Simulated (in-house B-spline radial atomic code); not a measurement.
# Kr: ionisation energy by several methods

The task here is to estimate one member of a computed series from the others.

The numbers are computed with in-house B-spline radial atomic code version 1 (scalar-relativistic (X2C), several functionals, spin-polarised; spherical all-electron atom at the radial basis limit), except any that are marked as measured or tabulated.

### The atom as given

| Item | Value |
| --- | --- |
| element | krypton (Z = 36) |
| charge | 0 |
| electrons | 36 |
| configuration | [Ar] 3d10 4s2 4p6 |
| nucleus | Fermi, rms radius 4.188 fm |

The outer shells:

[Ar] 3d10 4s2 4p6
```
[Ar] core
3d [↑↓][↑↓][↑↓][↑↓][↑↓]
4s [↑↓]
4p [↑↓][↑↓][↑↓]
```

Where spins are not typed, each open shell is filled with up spins first.

Set-up of the first run:

Settings, as recorded:

```ini
Z = 36
electrons = 36.0
configuration = [Ar] 3d10 4s2 4p6
hamiltonian = x2c
method = revtpss,revtpss
spin_polarised = True
nucleus = fermi
rms_radius = 4.1884
mass_number = 84
atomic_mass = 83.91149772708
speed_of_light = 137.035999084
```

Steps of the session up to this table: revTPSS; BP86; SCAN; OLYP; AM05; LDA (PW92).

One table of the session follows, with a row left open; its other results are not shown here.

| method | ΔSCF (eV) |
| --- | --- |
| LDA (PW92) | 14.247 |
| BP86 | 14.181 |
| OLYP | 13.996 |
| AM05 | ? |
| revTPSS | 14.207 |
| SCAN | 14.430 |

**Question.** Estimate the row for AM05.

**Answer.** ΔSCF (eV): 14.047. In the column «ΔSCF (eV)» it lies between OLYP (13.996) and BP86 (14.181).
